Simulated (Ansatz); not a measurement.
**Iridium, bcc under PBEsol: ground state and equation of state**

Aim: take iridium in the bcc structure, relax it, solve it on a dense k-mesh, then scale the cell to 7 volumes from 88 to 112 % of the relaxed one and try a fit of the equation of state. Spin polarisation is left out. The k-meshes are 14×14×14 for the relaxation; 23×23×23 for the dense run; 16×16×16 for the volumes.

This is Ir in the bcc structure; at room conditions it is fcc.

Method: DFT PBEsol, plane waves (420 eV) with PAW, scalar-relativistic; the PAW data stem from PBE, with regenerated cores, in Ansatz 0.2.0.

## Step 1: The system as given

Symmetry: Im-3m, No. 229, cubic system. Conventional cell: a = 3.047 Å, b = 3.047 Å, c = 3.047 Å, α = 90.00°, β = 90.00°, γ = 90.00°. Around Ir (site symmetry m-3m) lie 8 Ir at 2.64 Å.

As a file:

```cif
data_structure
_symmetry_space_group_name_H-M 'Im-3m'
_symmetry_Int_Tables_number 229
_cell_length_a 3.0473
_cell_length_b 3.0473
_cell_length_c 3.0473
_cell_angle_alpha 90.000
_cell_angle_beta 90.000
_cell_angle_gamma 90.000
_cell_volume 28.30
loop_
_atom_site_label
_atom_site_type_symbol
_atom_site_symmetry_multiplicity
_atom_site_Wyckoff_symbol
_atom_site_fract_x
_atom_site_fract_y
_atom_site_fract_z
_atom_site_occupancy
Ir1 Ir 2 a 0.00000 0.00000 0.00000 1
```

## Step 2: Relaxing cell and atoms

The input, input.yaml:

```yaml
crystal:
  lattice:
    - [-1.5236668997, 1.5236668997, 1.5236668997]
    - [1.5236668997, -1.5236668997, 1.5236668997]
    - [1.5236668997, 1.5236668997, -1.5236668997]
  atoms:
    - { symbol: Ir, position: [0.0, 0.0, 0.0] }
hamiltonian:
  xc: pbesol
  pseudopotentials:
    kind: paw
    azcp:
      Ir: "pseudopotentials/Ir.paw.azcp"
basis:
  ecutwfc: 420
  fft_grid_basis: typed
kpoints:
  mp_grid: { grid: [14, 14, 14], shift: [0, 0, 0] }
magnetization:
  spin_polarized: false
scf:
  occupations: { method: fermi_dirac, width: 0.1 }
relax:
  max_steps: 60
  f_tol: 0.01
  cell: {}
```

After this run come: The energy on a finer k-mesh; Equation of state: 88 %; Equation of state: 92 %; Equation of state: 96 %; Equation of state: 100 %; Equation of state: 104 %; Equation of state: 108 %; Equation of state: 112 %.

Q: Predict the outcome of this session. Wanted: space group; conventional cell; volume; shortest distance; gap on the mesh; relative to fcc; V₀, B₀, B₀′.

As calculated:

| quantity | value |
| --- | --- |
| space group (spins left aside) | Im-3m (No. 229) |
| conventional cell | a = 3.077 Å |
| volume | 14.570 Å³/atom |
| shortest distance | 2.665 Å |
| gap on the mesh | none (levels filled in part) |
| relative to fcc | +684 meV/atom |
| V₀, B₀, B₀′ | 14.553 Å³/atom, 343 GPa, 5.0 |

**Reading.** The relaxation enlarged the cell by 3.0 % in volume. It lies 684 meV/atom above the element's reference form at the same level (fcc, from a run of its own), so it is far from stable. Levels at the Fermi energy are filled in part, as in a metal. B₀ comes out at 343 GPa, among the stiffest elements. Relaxation kept the symmetry; phonons were not checked.
